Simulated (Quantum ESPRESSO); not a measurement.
# PtSe: zone-centre phonons under several settings

```
CELL_PARAMETERS angstrom
0.00000 3.03745 3.03745
3.03745 0.00000 3.03745
3.03745 3.03745 0.00000
ATOMIC_POSITIONS crystal
Pt 0.00000 0.00000 0.00000
Se 0.25000 0.25000 0.25000
```

The cell comes from a database or a generator and needn't be the stable form of this composition.

All runs used Quantum ESPRESSO 7.5; k mesh 4 × 4 × 4, shifted; relaxed cell; no spin polarisation; cutoff 612 eV; occupations fermi-dirac, width 0.05 eV.

```tsv
level	potentials	volume (Å³/atom)	pressure (GPa)	lowest optical mode without the field (cm⁻¹)
LDA	GBRV 1.5 LDA	21.65	-0.2	201
PBE	GBRV 1.5 PBE	?	-0.1	?
PBEsol	GBRV 1.5 PBEsol	22.11	-0.1	195
```

What stands in the row left open?

Volume 23.13 Å³/atom; lowest optical mode without the field 179 cm⁻¹.

Caveats: all runs use coarse meshes; the mesh is thin for the phonons of a metal; the volume moved by over 15 % at a fixed basis, so the end points are rough.

For the row left open. Caveat: the k mesh is coarse (spacing up to 0.45 Å⁻¹), so the values aren't converged; the mesh is thin for the phonons of a metal; the volume moved by over 15 % at a fixed basis, so the end points are rough.
